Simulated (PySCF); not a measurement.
# H7NSSi2: the cost of one run

Programs: PySCF 2.14.0, with routines of our own; each step states its level. All values are computed. Atoms count from 0.

## 1. The system as given

11 atoms, charge 0, multiplicity 1; geometry from: GFN2-xTB.

## 2. Geometry optimisation at PBE0-D3(BJ)/def2-SVP

What the job is given:

```
{"job": {"xc": "PBE0", "basis": "def2-SVP", "d3": "d3bj", "grid": 1, "kind": "geom"}, "charge": 0, "multiplicity": 1}
Si    -1.705327     0.776041     0.457454
N     -0.093922     0.168477     0.695831
Si     0.810032    -0.843543    -0.364053
S      2.794893    -0.993834     0.448556
H     -1.726097     1.357320    -0.881537
H     -1.900282     1.763776     1.516285
H     -2.690578    -0.304617     0.550372
H      0.234859     0.197688     1.648898
H      0.881508    -0.197533    -1.666956
H      0.362728    -2.227931    -0.431719
H      3.037611     0.306826     0.495420
```

Launch:

```console
OMP_NUM_THREADS=1 python excited_run.py task.json out
```

The driver reads the jobs from task.json and runs them one after another.

**Question.** How long does this first job take on 1 thread of Intel Xeon Platinum 8259CL at 2.50GHz, shared host, and how much memory does it need?

About 90 s, with a peak of 0.54 GiB.
